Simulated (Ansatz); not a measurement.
# TiAu: the cost of one run

Computed with Ansatz 0.2.0 (DFT PBEsol, with the methods named in each step, unless a step's input says otherwise).

2 further runs of the same task are left out: 2 that didn't finish. Runs told in other sessions of the task aren't counted.

## Step 1: Starting point

Symmetry: Pm-3m, No. 221, cubic system. Conventional cell: a = 3.279 Å, b = 3.279 Å, c = 3.279 Å, α = 90.00°, β = 90.00°, γ = 90.00°. Ti (site symmetry m-3m) has 8 Au at 2.84 Å in its first shell of neighbours. Au (site symmetry m-3m) is surrounded by 8 Ti at 2.84 Å.

Structure file:

```cif
data_structure
_symmetry_space_group_name_H-M 'Pm-3m'
_symmetry_Int_Tables_number 221
_cell_length_a 3.2789
_cell_length_b 3.2789
_cell_length_c 3.2789
_cell_angle_alpha 90.000
_cell_angle_beta 90.000
_cell_angle_gamma 90.000
_cell_volume 35.25
loop_
_atom_site_label
_atom_site_type_symbol
_atom_site_symmetry_multiplicity
_atom_site_Wyckoff_symbol
_atom_site_fract_x
_atom_site_fract_y
_atom_site_fract_z
_atom_site_occupancy
Ti1 Ti 1 b 0.50000 0.50000 0.50000 1
Au1 Au 1 a 0.00000 0.00000 0.00000 1
```

The file gives the conventional cell by its symmetry; the runs use the cell typed in the input.

Atoms are numbered in the order of the input: Ti1, Au2.

## Step 2: Shortest bond scaled by 1, PAW

input.yaml

```yaml
crystal:
  lattice:
    - [3.278944, 0.0, 0.0]
    - [0.0, 3.278944, 0.0]
    - [0.0, 0.0, 3.278944]
  atoms:
    - { symbol: Ti, position: [0.5, 0.5, 0.5], spin: 1.0 }
    - { symbol: Au, position: [0.0, 0.0, 0.0] }
magnetization:
  spin_polarized: true
kpoints:
  mp_grid: { grid: [9, 9, 9] }
scf:
  occupations: { method: fermi_dirac, width: 0.05 }
hamiltonian:
  xc: pbesol
  pseudopotentials: { kind: paw }
output:
  forces: true
  stress: true
  eigenvalues: true
  populations: true
```

Launch:

```
$ ansatz run input.yaml --threads 1 --pin off --max-ram 2048MiB --backend cpu --events-out ev --progress --plain --runs-dir out
```

Q: Estimate wall time and peak memory on 1 thread of Arm Neoverse V1, shared host.

About 5.5 s, with a peak of 0.34 GiB.
